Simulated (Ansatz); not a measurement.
# AlClH6OSn: the cost of one run

Program: Ansatz 0.2.0. Level of theory: RKS B3LYP/def2-SVP. These are calculated values, not measurements.

### Step 1. The starting structure

Bond lengths: Sn1–Cl2 2.760 Å, Sn1–H3 1.740 Å, Sn1–H4 1.739 Å, Sn1–H5 1.739 Å, Sn1–O6 2.260 Å, O6–Al7 1.780 Å, Al7–H8 1.560 Å, Al7–H9 1.560 Å. Angles: Cl2–Sn1–H3 109.4°, Cl2–Sn1–H4 109.5°, Cl2–Sn1–H5 109.5°, Cl2–Sn1–O6 71.6°, H3–Sn1–H4 109.5°, H3–Sn1–H5 109.5°, H3–Sn1–O6 178.9°, H4–Sn1–H5 109.5°, H4–Sn1–O6 70.0°, H5–Sn1–O6 70.0°, Sn1–O6–Al7 125.0°, O6–Al7–H8 120.0°, O6–Al7–H9 120.0°, H8–Al7–H9 120.0°.

As a file:

```xyz
10

Sn    0.0000    0.0000    0.0000
Cl    0.0000    0.0000    2.7600
H     1.6408    0.0000   -0.5794
H    -0.8195    1.4198   -0.5794
H    -0.8195   -1.4198   -0.5794
O    -2.1447    0.0000    0.7126
Al   -3.4584   -0.9643   -0.0033
H    -3.1893   -2.4314   -0.4605
H    -4.8790   -0.3425   -0.1736
H    -1.5115    0.0000    1.9362
```

### Step 2. Pulling towards end A

Springs on the bonds that form and break draw the guess towards this end; the thresholds are loose.

input.yaml reads:

```yaml
crystal:
  periodic: [false, false, false]
  atoms:
    - { symbol: Sn, position_ang: [0.0, 0.0, 0.0] }
    - { symbol: Cl, position_ang: [0.0, 0.0, 2.76] }
    - { symbol: H, position_ang: [1.6408, 0.0, -0.5794] }
    - { symbol: H, position_ang: [-0.8195, 1.4198, -0.5794] }
    - { symbol: H, position_ang: [-0.8195, -1.4198, -0.5794] }
    - { symbol: O, position_ang: [-2.1447, 0.0, 0.7126] }
    - { symbol: Al, position_ang: [-3.4584, -0.9643, -0.0033] }
    - { symbol: H, position_ang: [-3.1893, -2.4314, -0.4605] }
    - { symbol: H, position_ang: [-4.879, -0.3425, -0.1736] }
    - { symbol: H, position_ang: [-1.5115, 0.0, 1.9362] }
basis:
  gaussian: { orbitals: def2-SVP }
hamiltonian:
  xc: b3lyp
relax:
  f_tol: 0.15
  max_steps: 25
  restrain:
    - { distance: [0, 5], at: 3.16, k: 30.0 }
    - { distance: [9, 1], at: 2.57, k: 30.0 }
    - { distance: [0, 1], at: 2.41, k: 30.0 }
    - { distance: [9, 5], at: 1.01, k: 30.0 }
```

Started as:

```bash
$ ansatz run input.yaml --threads 2 --pin off --max-ram 3072MiB --backend cpu --events-out ev --progress --plain --runs-dir out
```

**Question.** How long does this run take on 2 threads of Arm Neoverse V1, shared host, and how much memory does it need?

About 73 s, with a peak of 0.26 GiB.
